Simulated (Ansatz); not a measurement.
# ZrSnO4: the band gap up the ladder of functionals

An exercise on one series of results from a longer session: the logs are not shown, and one member is left open.

The runs shown are made with Ansatz 0.2.0. PAW datasets, plane waves. No spin polarisation and no zero-point or thermal motion; the cell was built from a prototype and may be hypothetical.

**The system as given**

The cell was relaxed beforehand with r2SCAN.

Space group P-4m2 (No. 115), tetragonal; conventional cell a = 3.577 Å, c = 5.359 Å, 11.43 Å³ an atom. Sn has 4 O at 2.04 Å; Zr has 4 O at 2.04 Å; O has 2 Sn at 2.04 Å; O has 2 Zr at 2.04 Å.

Structure file:

```xyz
6
Lattice="3.5775 0.0000 0.0000 0.0000 3.5775 0.0000 0.0000 0.0000 5.3592" Properties=species:S:1:pos:R:3 pbc="T T T"
Sn    1.7887    1.7887    2.6796
Zr    0.0000    0.0000    0.0000
O     1.7887    0.0000    3.6577
O     0.0000    1.7887    4.3784
O     0.0000    1.7887    1.7014
O     1.7887    0.0000    0.9808
```

The first run:

The input, input.yaml:

```yaml
crystal:
  lattice:
    - [3.5774937261, 0.0, 0.0]
    - [0.0, 3.5774937261, 0.0]
    - [0.0, 0.0, 5.3591669901]
  atoms:
    - { symbol: Sn, position: [0.5, 0.5, 0.5] }
    - { symbol: Zr, position: [0.0, 0.0, 0.0] }
    - { symbol: O, position: [0.5, 0.0, 0.682521711] }
    - { symbol: O, position: [0.0, 0.5, 0.8169880797] }
    - { symbol: O, position: [0.0, 0.5, 0.317478289] }
    - { symbol: O, position: [0.5, 0.0, 0.1830119203] }
kpoints:
  mp_grid: { grid: [8, 8, 6] }
  band_path:
    path:
      - [[0.0, 0.0, 0.0], [4.874988642186e-52, 0.5, -2.326409490891e-69], [0.5, 0.5, -2.11683288551e-34], [0.0, 0.0, 0.0], [-2.730365749549e-51, 1.034003803042e-85, 0.5], [-2.730365749549e-51, 0.5, 0.5], [0.5, 0.5, 0.5], [-2.730365749549e-51, 1.034003803042e-85, 0.5]]
      - [[4.874988642186e-52, 0.5, -2.326409490891e-69], [-2.730365749549e-51, 0.5, 0.5]]
      - [[0.5, 0.5, -2.11683288551e-34], [0.5, 0.5, 0.5]]
    npoints: 10
hamiltonian:
  xc: pbe
scf:
  occupations: { method: fermi_dirac, width: 0.02 }
  n_extra_bands: 5
output:
  forces: true
  stress: true
  eigenvalues: true
  write_density: true
  write_potential: true
  elf: true
  volumetric_format: npy
```

Started as:

```sh
$ ansatz run input.yaml --threads 4 --pin off --max-ram 6451MiB --backend cpu --events-out ev --progress --plain --runs-dir out
```

Among the steps run: Band structure with PBE; Single point with r2SCAN; HSE06; PBE+SOC at the same geometry; Single point with PBE0.

One table of the session follows, with a row left open; its other results are not shown here.

| level | gap (eV) |
| --- | --- |
| PBE | 2.01 |
| r2SCAN | ? |
| HSE06 | 3.39 |
| PBE+SOC | 2.01 |
| PBE0 | 4.11 |

**Question.** Estimate the row for r2SCAN.

**Answer.** gap (eV): 2.54. In the column «gap (eV)» it lies between PBE+SOC (2.01) and HSE06 (3.39).

Meshes: PBE 8×8×6, r2SCAN 8×8×6, HSE06 4×4×4, PBE+SOC 8×8×6, PBE0 4×4×4

PBE gives the least gap, 2.01 eV, and PBE0 the largest, 4.11 eV. Against HSE06, PBE is short by 1.38 eV, at 59 % of it, and r2SCAN 75 %. PBE0 lies 0.72 eV above HSE06, which differs from it by screening the long-range exchange.

To keep in mind: Warnings in the runs' records: stress scf threshold loose, stress exchange threshold loose.
